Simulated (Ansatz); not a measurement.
# C4H11Ga: small, medium and large basis sets

How large a basis does C4H11Ga need? Two functionals are run in growing sets.

The runs use Ansatz 0.2.0, Gaussian basis; one geometry, several basis sets.

Levels to be run: PBE0-D4/def2-SVP; ωB97M-V/def2-SVP; PBE0-D4/def2-QZVPP; ωB97M-V/def2-QZVPP; the functionals' def2-TZVPP values are taken from earlier runs.

## Step 1: The geometry

All runs share one geometry, relaxed beforehand with PBE0-D4 in a triple-zeta def2 set.

16 atoms, charge 0, spin multiplicity 1.

Atoms are counted from 1 here; the program's logs count them from 0.

Bond lengths: C1–C2 1.524 Å, C1–H6 1.094 Å, C1–H7 1.099 Å, C1–H8 1.094 Å, C2–C3 1.530 Å, C2–C4 1.524 Å, C2–Ga5 1.997 Å, C3–H9 1.095 Å, C3–H10 1.095 Å, C3–H11 1.099 Å, C4–H12 1.094 Å, C4–H13 1.099 Å, C4–H14 1.094 Å, Ga5–H15 1.578 Å, Ga5–H16 1.577 Å. Angles: C2–C1–H6 112.0°, C2–C1–H7 110.4°, C2–C1–H8 112.1°, H6–C1–H7 107.4°, H6–C1–H8 107.6°, H7–C1–H8 107.1°, C1–C2–C3 109.4°, C1–C2–C4 110.1°, C1–C2–Ga5 111.1°, C3–C2–C4 109.4°, C3–C2–Ga5 105.5°, C4–C2–Ga5 111.1°, C2–C3–H9 112.4°, C2–C3–H10 112.4°, C2–C3–H11 110.1°, H9–C3–H10 108.0°, H9–C3–H11 106.9°, H10–C3–H11 106.9° and more.

## Step 2: PBE0-D4 in def2-SVP

The input, in.yaml:

```yaml
crystal:
  periodic: [false, false, false]
  atoms:
    - {symbol: C, position_ang: [-0.029509, 1.060456, -1.126432]}
    - {symbol: C, position_ang: [-0.023874, -0.003033, -0.035253]}
    - {symbol: C, position_ang: [1.397625, -0.170056, 0.504282]}
    - {symbol: C, position_ang: [-0.511624, -1.332849, -0.596946]}
    - {symbol: Ga, position_ang: [-1.126414, 0.565489, 1.529802]}
    - {symbol: H, position_ang: [0.313322, 2.030444, -0.755480]}
    - {symbol: H, position_ang: [0.637624, 0.767937, -1.949433]}
    - {symbol: H, position_ang: [-1.025741, 1.204451, -1.555469]}
    - {symbol: H, position_ang: [1.459239, -0.934287, 1.286170]}
    - {symbol: H, position_ang: [1.801465, 0.763483, 0.909973]}
    - {symbol: H, position_ang: [2.073060, -0.485283, -0.303771]}
    - {symbol: H, position_ang: [-1.521863, -1.258930, -1.010682]}
    - {symbol: H, position_ang: [0.146861, -1.669373, -1.410050]}
    - {symbol: H, position_ang: [-0.522852, -2.119502, 0.162664]}
    - {symbol: H, position_ang: [-1.270553, 2.095371, 1.886599]}
    - {symbol: H, position_ang: [-1.796764, -0.514308, 2.464027]}
basis:
  gaussian: {orbitals: def2-SVP}
hamiltonian: {xc: pbe0, dispersion: d4}
output: {orbitals: {seedname: orbitals}}
```

The run is started by

```console
$ ansatz run in.yaml --threads 4 --pin off --events-out ev --progress --plain --max-ram 10444MiB
```

After this run come: ωB97M-V in def2-SVP; PBE0-D4 in def2-QZVPP; ωB97M-V in def2-QZVPP.

**Question.** What will the summary of the whole plan be? Wanted: PBE0-D4: double and triple zeta above quadruple; ωB97M-V: double and triple zeta above quadruple.

The runs gave:

| quantity | value |
| --- | --- |
| PBE0-D4: double and triple zeta above quadruple | 12.80, 1.44 eV |
| ωB97M-V: double and triple zeta above quadruple | 13.09, 1.40 eV |

PBE0-D4 gains 11.37 eV from double to triple zeta, then 1.44 eV more. These are total energies; as a rule much of such shifts cancels in differences, which this series doesn't test.
